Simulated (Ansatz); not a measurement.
# MnBr2, space group R-3m: a Hubbard U by linear response

Run with Ansatz's Python interface.

The script reads `mnbr2.xyz`:
```text
3
Lattice="1.93725023 1.11847194 6.60320314 -1.93725023 1.11847194 6.60320314 0.0 -2.23694389 6.60320314" Properties=species:S:1:pos:R:3:initial_magmoms:R:1 pbc="T T T"
Mn    0.00000000    0.00000000    0.00000000  4.00
Br   -0.00000000   -0.00000000   14.71079504  0.00
Br   -0.00000000   -0.00000000    5.09881439  0.00
```

`lr_u_mnbr2.py`
```python
"""Let the engine compute U for MnBr2."""

import warnings

import ansatz as az

K_LENGTH = 22
BETA = 0.6
FUNCTIONAL = "PBEsol"
VDW = "d3bjatm"


def main() -> None:
    warnings.simplefilter("ignore", az.DeckWarning)

    xtal = az.Crystal.from_extxyz("mnbr2.xyz")

    setup = (
        xtal.calculation()
        .kpoints(length=K_LENGTH)
        .spin(az.SpinTreatment.COLLINEAR)
        .occupations(az.OccupationsMethod.FERMI_DIRAC, width=150 * az.meV)
        .mixing("broyden", ndim=4, beta=BETA)
        .functional(FUNCTIONAL, dispersion=VDW)
        .hubbard("Mn", "d", u_eff="linear-response")
        .band_table()
    )
    # within one cell the perturbed atoms see their images, so U is that of this cell
    found = []


    def keep(event):
        if event["event"] == "lr_u_result":
            found.append(event["data"])


    result = setup.session().plan().execute(on_event=keep)
    r = result.report
    for orbit in found[-1]["orbits"]:
        print(f"sites {orbit['sites']}: n0 = {orbit['n0']:.3f}, chi0 = {orbit['chi0_per_ev']:.4f}/eV, chi = {orbit['chi_per_ev']:.4f}/eV, U = {orbit['u_ev']:.2f} eV")
    print("cycles:", found[-1]["n_cycles"], " band edges:", r.get("band_edges_ev"))
    print("site moments (muB):", [round(m, 2) for m in r["site_moments_mub"]])
    print("electrons up, down:", [round(n, 3) for n in r["spin_occupation_sums"]])


if __name__ == "__main__":
    main()
```

```console
$ python lr_u_mnbr2.py
sites [0]: n0 = 5.368, chi0 = -0.1270/eV, chi = -0.0877/eV, U = 3.52 eV
cycles: 1  band edges: None
site moments (muB): [4.54, 0.06, 0.06]
electrons up, down: [17.0, 12.0]
```

The settings weren't tested for convergence. Other magnetic orders than the one started from may lie lower. U, its shell and the double counting are chosen to explore, and aren't derived for this compound. The structure comes from a database of computed cells and needn't be a stable or known phase. Levels are Kohn-Sham eigenvalues on this mesh, without spin-orbit coupling. The computed U depends on the projectors, on the cell (the perturbed atoms see their images) and on the spin treatment typed in the script; a run with no .spin step is spin-unpolarised. Finished in 54 s on 1 thread of Arm Neoverse V1, with other jobs on the host, peak memory 0.55 GiB.

(Lines on the test bed's own set-up are left out of the output.)
